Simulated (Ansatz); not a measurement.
# F2H2OSi: the cost of one run

All numbers below are computed with Ansatz 0.2.0 (RKS PBE-D4/def2-SVPD).

### 1 The system as given

Bond lengths: Si1–O2 1.680 Å, O2–H3 1.010 Å, Si1–F4 1.590 Å, Si1–H5 1.459 Å, Si1–F6 1.589 Å. Angles: Si1–O2–H3 109.5°, O2–Si1–F4 109.5°, O2–Si1–H5 109.5°, O2–Si1–F6 109.5°, F4–Si1–H5 109.5°, F4–Si1–F6 109.5°, H5–Si1–F6 109.5°.

As a file:

```xyz
6

Si    0.0000    0.0000    0.0000
O     0.0000    0.0000    1.6800
H    -0.9095   -0.2814    2.0171
F     1.4994    0.0000   -0.5295
H    -0.6877    1.1914   -0.4862
F    -0.7489   -1.2974   -0.5295
```

### 2 Preparing the start

File input.yaml:

```yaml
crystal:
  periodic: [false, false, false]
  atoms:
    - { symbol: Si, position_ang: [0.0, 0.0, 0.0] }
    - { symbol: O, position_ang: [0.0, 0.0, 1.68] }
    - { symbol: H, position_ang: [-0.9095, -0.2814, 2.0171] }
    - { symbol: F, position_ang: [1.4994, 0.0, -0.5295] }
    - { symbol: H, position_ang: [-0.6877, 1.1914, -0.4862] }
    - { symbol: F, position_ang: [-0.7489, -1.2974, -0.5295] }
basis:
  gaussian: { orbitals: def2-SVPD }
hamiltonian:
  xc: pbe
  dispersion: d4
relax:
  f_tol: 0.02
  max_steps: 40
```

Started as:

```sh
ansatz run input.yaml --threads 2 --pin off --max-ram 3072MiB --backend cpu --events-out ev --progress --plain --runs-dir out
```

What time and memory should one allow on 2 threads of Intel Xeon Platinum 8259CL at 2.50GHz (Skylake/Cascade Lake), shared host?

About 17 s, with a peak of 0.15 GiB.
